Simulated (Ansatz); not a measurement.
Crystal: La3Hf.

```
CELL_PARAMETERS angstrom
5.04513 0.00000 0.00000
0.00000 5.04513 0.00000
0.00000 0.00000 5.04513
ATOMIC_POSITIONS crystal
Hf 0.00000 0.00000 0.00000
La 0.50000 0.50000 0.00000
La 0.50000 0.00000 0.50000
La 0.00000 0.50000 0.50000
```

The cell comes from a database or a generator and needn't be the stable form of this composition.

```yaml
Program: Ansatz 0.2.0
Task: relaxation of cell and atoms
Functional: LDA
Potentials_or_basis: Ansatz PAW
Cutoff: "420 eV (not typed: the program's choice for these potentials)"
k_mesh: 5 × 5 × 5
Occupations: fermi-dirac, width 0.05 eV
Spin: no spin polarisation
```

At the start: volume 32.10 Å³/atom.

How do energy, volume and symmetry change on relaxing?

It ends after 4 steps and the volume is 28.70 Å³/atom (-10.6 %); space group Pm-3m (No. 221, to 0.05 Å).

The path:
| step | energy change (eV) | largest force (eV/Å) | volume (Å³) |
| --- | --- | --- | --- |
| 1 | 0.0000 | 0.0000 | 128.42 |
| 2 | -0.1992 | 0.0000 | 113.89 |
| 3 | -0.2000 | 0.0000 | 114.81 |
| 4 | -0.1994 | 0.0000 | 114.81 |

Final structure:
```
Hf La
1.0
     4.86026    0.00000    0.00000
     0.00000    4.86026    0.00000
     0.00000    0.00000    4.86026
Hf La
1 3
Cartesian
  0.0000 0.0000 0.0000
  2.4301 2.4301 0.0000
  2.4301 0.0000 2.4301
  0.0000 2.4301 2.4301
```

Caveat: the plane-wave basis is chosen anew once the cell has moved, so the energies of steps on either side of that aren't comparable; the PAW data sets come from PBE, with cores solved anew for the run's functional, which leaves a small shift of forces and pressure.
